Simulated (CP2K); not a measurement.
WF:

```
W F
1.0
     5.30927    0.00000    0.00000
     4.60648    2.63983    0.00000
     4.60648    1.22636    2.33768
W F
1 1
Direct
  0.81412 0.81412 0.81412
  0.93712 0.93712 0.93712
```

The cell was built by a generator and needn't be a form met in nature.

Base run:

| Quantity | Value |
| --- | --- |
| Program | CP2K 2026.2 |
| Functional | vdW-DF-cx |
| Potentials or basis | POTENTIAL_UZH W GTH-PBE-q14, F GTH-PBE-q7; TZVP-MOLOPT-PBE-GTH basis |
| Density cutoff | 14966 eV |
| k mesh | 11 × 11 × 11 |
| Occupations | fermi-dirac, width 0.05 eV |
| Spin | no spin polarisation |

Its results: band gap on the k mesh none (metal or under the smearing width); pressure -4.1 GPa.

Question: The run is repeated on the same cell with these changes: functional from vdW-DF-cx to RPBE. What comes out?

Answer: Band gap on the k mesh none (metal or under the smearing width); pressure 2.1 GPa.

Caveats: the potentials were made for another functional, which shifts forces and pressure; spin-orbit coupling is left out, which moves the levels of the heavy elements; the basis of atomic orbitals isn't converged, which shifts pressures, moduli and gaps; an odd number of electrons without spin polarisation forces a metal; a magnetic or distorted state may lie lower.
